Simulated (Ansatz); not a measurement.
# AlBF₂H₂S: small, medium and large basis sets

The task here is to estimate one member of a computed series from the others.

The runs use Ansatz 0.2.0, Gaussian basis; one geometry, several basis sets.

Levels to be run: PBE0-D4/def2-SVP; ωB97M-V/def2-SVP; PBE0-D4/def2-QZVPP; ωB97M-V/def2-QZVPP; the functionals' def2-TZVPP values are taken from earlier runs.

## The relaxed structure

All runs share one geometry, relaxed beforehand with PBE0-D4 in a triple-zeta def2 set.

SMILES `B[S][Al]([F])[F]`, 7 atoms, charge 0, spin multiplicity 1.

Atoms are counted from 1 here; the program's logs count them from 0.

Bond lengths: B1–S2 1.757 Å, B1–H6 1.187 Å, B1–H7 1.246 Å, S2–Al3 2.187 Å, Al3–F4 1.639 Å, Al3–F5 1.639 Å. Angles: S2–B1–H6 127.3°, S2–B1–H7 119.3°, H6–B1–H7 113.4°, B1–S2–Al3 71.0°, S2–Al3–F4 120.1°, S2–Al3–F5 120.1°, F4–Al3–F5 118.3°.

The first run:

Contents of in.yaml:

```yaml
crystal:
  periodic: [false, false, false]
  atoms:
    - {symbol: B, position_ang: [-0.892422, 0.838543, -0.090543]}
    - {symbol: S, position_ang: [-1.303384, -0.480987, 0.993621]}
    - {symbol: Al, position_ang: [0.693720, -0.829582, 0.172554]}
    - {symbol: F, position_ang: [0.889841, -1.813716, -1.123546]}
    - {symbol: F, position_ang: [2.022368, -0.397248, 1.029665]}
    - {symbol: H, position_ang: [-1.560683, 1.782099, -0.359822]}
    - {symbol: H, position_ang: [0.211958, 0.832892, -0.667630]}
basis:
  gaussian: {orbitals: def2-SVP}
hamiltonian: {xc: pbe0, dispersion: d4}
output: {orbitals: {seedname: orbitals}}
```

The run is started by

```sh
$ ansatz run in.yaml --threads 2 --pin off --events-out ev --progress --plain --max-ram 4352MiB
```

Among the steps run: PBE0-D4 in def2-SVP; ωB97M-V in def2-SVP; PBE0-D4 in def2-QZVPP; ωB97M-V in def2-QZVPP.

One table of the session follows, with a row left open; its other results are not shown here.

It belongs to the step «Density functionals: the series». 

| functional | basis | HOMO (eV) | LUMO (eV) |
| --- | --- | --- | --- |
| PBE0-D4 | def2-SVP | -9.16 | -2.26 |
| PBE0-D4 | def2-TZVPP | -9.15 | -2.36 |
| PBE0-D4 | def2-QZVPP | -9.17 | -2.39 |
| ωB97M-V | def2-SVP | ? | ? |
| ωB97M-V | def2-TZVPP | -11.27 | -0.33 |
| ωB97M-V | def2-QZVPP | -11.29 | -0.39 |

**Question.** Estimate the row for ωB97M-V, def2-SVP.

The run gave: HOMO (eV): -11.24; LUMO (eV): -0.13. In the column «HOMO (eV)» it lies between ωB97M-V, def2-TZVPP (-11.27) and PBE0-D4, def2-QZVPP (-9.17).
